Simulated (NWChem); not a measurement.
# GaBr (SMILES [Ga][Br]): levels of theory compared

We compute a comparison of 3 runs (HF/STO-3G, HF/3-21G, B3LYP/6-31G*) of GaBr. 

The calculation is run with NWChem 7.3.0.

1 further run of the same task is left out (it didn't finish).

## Step 1: The molecule

GaBr has 2 atoms, charge 0, and is taken as a singlet. As SMILES, `[Ga][Br]`. Geometry: relaxed at PBE0-D4/def2-TZVP.

Bond lengths: Ga1–Br2 2.374 Å.

## Step 2: Energy and forces at HF/STO-3G (run 1)

File nw.nw:

```
start nw
title "BrGa hf"
memory total 2200 mb
geometry units angstroms noautosym nocenter noautoz
   Ga    0.000000    0.000000    0.013830
   Br    0.000000    0.000000    2.388120
end
basis "ao basis" spherical bse
   * library STO-3G
end
scf
   singlet
   rhf
   thresh 1e-08
   maxiter 80
   print medium
end
task scf gradient
```

On the command line:

```
$ nwchem nw.nw > nw.out
```

Standard output:

```text
[...]
  functions       =    36
[...]
  wavefunction    = RHF
[...]
         Total SCF energy =  -4445.546757437020
      One-electron energy =  -6717.088503776672
      Two-electron energy =   2029.719005577289
 Nuclear repulsion energy =    241.822740762364
        Time for solution =      5.7s
[...]
                         RHF ENERGY GRADIENTS
    atom               coordinates                        gradient
                 x          y          z           x          y          z
   1 Ga      0.000000   0.000000   0.026135   -0.000000  -0.000000  -0.053238
   2 Br      0.000000   0.000000   4.512892    0.000000   0.000000   0.053238
[...]
```

Wall time 7.8 s (1 thread of Intel Xeon Platinum 8559C (Emerald Rapids), shared host); peak memory 0.11 GiB.

## Step 3: Energy and forces at HF/3-21G (run 2)

File geom.nw:

```
start geom
title "GaBr"
memory stack 880 mb heap 220 mb global 1100 mb
geometry noautosym nocenter noautoz
Ga    0.000000    0.000000    0.013830
Br    0.000000    0.000000    2.388120
end
basis spherical bse
* library 3-21G
end
scf
thresh 1e-08
maxiter 80
end
task scf gradient
```

On the command line:

```
$ nwchem geom.nw > geom.out
```

Standard output:

```text
[...]
  functions       =    44
[...]
  wavefunction    = RHF
[...]
         Total SCF energy =  -4473.941070487159
      One-electron energy =  -6730.094365324473
      Two-electron energy =   2014.330554074951
 Nuclear repulsion energy =    241.822740762364
        Time for solution =      2.2s
[...]
                         RHF ENERGY GRADIENTS
    atom               coordinates                        gradient
                 x          y          z           x          y          z
   1 Ga      0.000000   0.000000   0.026135   -0.000000  -0.000000   0.014490
   2 Br      0.000000   0.000000   4.512892    0.000000   0.000000  -0.014490
[...]
```

It took 4.5 s on 1 thread of Intel Xeon Platinum 8559C (Emerald Rapids), shared host; peak memory 0.11 GiB.

## Step 4: Energy and gradient at B3LYP/6-31G(d) (Cartesian functions) (run 3)

File brga.nw:

```
start brga
memory total 2200 mb

geometry units angstroms noautosym nocenter noautoz
  Ga    0.000000    0.000000    0.013830
  Br    0.000000    0.000000    2.388120
end

basis
  * library 6-31G*
end

dft
  xc b3lyp
  mult 1
  grid xfine
  convergence energy 1e-08
  iterations 100
  mulliken
end

task dft gradient
```

On the command line:

```
$ nwchem brga.nw > brga.out
```

Standard output:

```text
[...]
          Wavefunction type:  closed shell.
          No. of atoms     :     2
          No. of electrons :    66
[...]
          Charge           :     0
          Spin multiplicity:     1
[...]
          AO basis - number of functions:    70
[...]
              XC Information
              --------------
                         B3LYP Method XC Potential
                     Hartree-Fock (Exact) Exchange  0.200
                        Slater Exchange Functional  0.800 local
                    Becke 1988 Exchange Functional  0.720 non-local
              Lee-Yang-Parr Correlation Functional  0.810
                  VWN I RPA Correlation Functional  0.190 local
[...]
 d= 0,ls=0.0,diis     1  -4498.5402711066 -4.74D+03  2.10D-02  1.93D+00     1.9
[...]
 d= 0,ls=0.0,diis    10  -4498.5875130298 -6.72D-09  5.65D-07  2.05D-09    11.4
         Total DFT energy =    -4498.587513029828
      One electron energy =    -6748.001992558926
           Coulomb energy =     2173.951716238751
    Exchange-Corr. energy =     -166.359977472017
 Nuclear repulsion energy =      241.822740762364
[...]
      Total Density - Mulliken Population Analysis
     ---------------------------------------------
    Atom       Charge   Shell Charges
 -----------   ------   -------------------------------------------------------
    1 Ga  31    30.75   2.00  1.99  6.00  1.95  5.99  1.77  0.65  0.27  0.06  6.85  2.98  0.24
    2 Br  35    35.25   2.00  1.99  6.00  1.93  5.99  1.62  3.82  0.36  1.48  7.02  2.95  0.11
[...]
  wavefunction    = closed shell
                         DFT ENERGY GRADIENTS
    atom               coordinates                        gradient
                 x          y          z           x          y          z
   1 Ga      0.000000   0.000000   0.026135    0.000000  -0.000000   0.007665
   2 Br      0.000000   0.000000   4.512892   -0.000000   0.000000  -0.007665
[...]
```

Run time: 20 s. Hardware: 1 thread of Intel Xeon Platinum 8559C (Emerald Rapids), shared host; peak memory 0.13 GiB.

## Step 5: The series

```
run                               level  Cartesian functions  iteration cap   energy (Eh)  dipole moment (D)  HOMO energy (eV)  LUMO energy (eV)  wall time
  1                           HF/STO-3G                   no             80  -4445.546757               1.49             -6.73              4.49      7.8 s
  2                            HF/3-21G                   no             80  -4473.941070               2.85             -8.97              0.74      4.5 s
  3  B3LYP/6-31G* (Cartesian functions)                  yes            100  -4498.587513               2.44             -7.18             -2.03       20 s
```

## Step 6: What came out

| quantity | value |
| --- | --- |
| run 3: total energy | -4498.58751 Eh |
| run 3: dipole moment | 2.44 D |
| run 3: HOMO energy | -7.18 eV |
| run 3: LUMO energy | -2.03 eV |
| run 3: HOMO–LUMO gap | 5.16 eV |
| run 3: largest force on an atom | 0.394 eV/Å |

**Reading.** The dipole moment (its size) runs from 1.49 D (HF/STO-3G) to 2.85 D (HF/3-21G). The HOMO–LUMO gap runs from 5.16 eV (B3LYP/6-31G*) to 11.21 eV (HF/STO-3G). The two ends differ in method and basis. In run 1 the basis is minimal, so the values are rough. All runs together took 32 s, the longest 20 s.
